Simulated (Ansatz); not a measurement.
# H2Se2S: single points off equilibrium

The atoms stand at a structure displaced at random from a GFN2-xTB minimum. How far do the functionals agree with CCSD(T) there?

Method: single points in def2-TZVPP; program: Ansatz 0.2.0, Gaussian basis.

Cores are frozen in the correlated methods. Filled d shells of the heavier atoms are correlated.

### 1 The system as given

SMILES `[SeH]S[SeH]`, 5 atoms, charge 0, spin multiplicity 1.

Atoms are counted from 1 here; the program's logs count them from 0.

Bond lengths: Se1–S2 2.113 Å, Se1–H4 1.465 Å, S2–Se3 2.219 Å, Se3–H5 1.451 Å. Angles: S2–Se1–H4 101.9°, Se1–S2–Se3 106.6°, S2–Se3–H5 98.5°.

As a file:

```mol
H2SSe2
  3D, bonds by distance, orders not assigned

  5  4  0  0  0  0  0  0  0  0999 V2000
   -1.4420   -0.7725   -0.7815 Se  0  0
   -0.2292   -0.7350    0.9481 S   0  0
    1.8414   -0.3301    0.2600 Se  0  0
   -1.7828    0.6433   -0.9408 H   0  0
    1.8303    1.1161    0.3824 H   0  0
  1  2  8  0
  1  4  8  0
  2  3  8  0
  3  5  8  0
M  END
```

### 2 CCSD(T)/def2-TZVPP

run/in.yaml reads:

```yaml
crystal:
  periodic: [false, false, false]
  atoms:
    - {symbol: Se, position_ang: [-1.442000, -0.772500, -0.781500]}
    - {symbol: S, position_ang: [-0.229200, -0.735000, 0.948100]}
    - {symbol: Se, position_ang: [1.841400, -0.330100, 0.260000]}
    - {symbol: H, position_ang: [-1.782800, 0.643300, -0.940800]}
    - {symbol: H, position_ang: [1.830300, 1.116100, 0.382400]}
basis:
  gaussian: {orbitals: def2-TZVPP}
correlation: {method: ccsd_t}
output: {forces: true}
```

No record of the launch command was kept for these runs.

### 3 PBE0-D4/def2-TZVPP

Edit run/in.yaml of step 2 so:

```diff
@@ -10,3 +10,3 @@
   gaussian: {orbitals: def2-TZVPP}
-correlation: {method: ccsd_t}
-output: {forces: true}
+hamiltonian: {xc: pbe0, dispersion: d4}
+output: {forces: true, orbitals: {seedname: orbitals}}
```

### 4 wB97M-V/def2-TZVPP

Edit run/in.yaml of step 3 so:

```diff
@@ -10,3 +10,3 @@
   gaussian: {orbitals: def2-TZVPP}
-hamiltonian: {xc: pbe0, dispersion: d4}
-output: {forces: true, orbitals: {seedname: orbitals}}
+hamiltonian: {xc: {name: wB97M-V}}
+output: {forces: true}
```

### 5 r2SCAN-D4/def2-TZVPP

Edit run/in.yaml of step 4 so:

```diff
@@ -10,3 +10,3 @@
   gaussian: {orbitals: def2-TZVPP}
-hamiltonian: {xc: {name: wB97M-V}}
+hamiltonian: {xc: r2scan, dispersion: d4}
 output: {forces: true}
```

### 6 PBE-D4/def2-TZVPP

Edit run/in.yaml of step 5 so:

```diff
@@ -10,3 +10,3 @@
   gaussian: {orbitals: def2-TZVPP}
-hamiltonian: {xc: r2scan, dispersion: d4}
+hamiltonian: {xc: pbe, dispersion: d4}
 output: {forces: true}
```

### 7 BHLYP-D4/def2-TZVPP

Edit run/in.yaml of step 6 so:

```diff
@@ -10,3 +10,3 @@
   gaussian: {orbitals: def2-TZVPP}
-hamiltonian: {xc: pbe, dispersion: d4}
+hamiltonian: {xc: {name: BHLYP}, dispersion: d4}
 output: {forces: true}
```

### 8 r2SCAN0-D4/def2-TZVPP

Edit run/in.yaml of step 7 so:

```diff
@@ -10,3 +10,3 @@
   gaussian: {orbitals: def2-TZVPP}
-hamiltonian: {xc: {name: BHLYP}, dispersion: d4}
+hamiltonian: {xc: {name: r2SCAN0}, dispersion: d4}
 output: {forces: true}
```

(Steps that only read results are left out.)

Q: Predict the outcome of this session. Wanted: energy less free atoms, CCSD(T)/def2-TZVPP; RMS force component; RMS force error; HOMO and LUMO, PBE0-D4; T1 diagnostic.

The runs gave:

| quantity | value |
| --- | --- |
| energy less free atoms, CCSD(T)/def2-TZVPP | -11.360 eV |
| RMS force component | 0.470 to 0.670 eV/Å over the methods |
| RMS force error | PBE0-D4 0.156, wB97M-V 0.094, r2SCAN-D4 0.128, PBE-D4 0.238, BHLYP-D4 0.111, r2SCAN0-D4 0.182 eV/Å |
| HOMO and LUMO, PBE0-D4 | -6.98 and -1.69 eV |
| T1 diagnostic | 0.011 |

What this shows: Against CCSD(T) the functionals' energies less atoms differ by -1.115 to +0.131 eV, PBE-D4 by -1.115 eV. A larger basis would deepen the CCSD(T) value, while the functionals are nearly converged already, so the order here is not reliable. The forces of wB97M-V come nearest to CCSD(T), those of PBE-D4 are farthest. Frozen-core CCSD(T) forces in triple zeta carry basis errors of their own, and this is one geometry, so small gaps rank nothing.
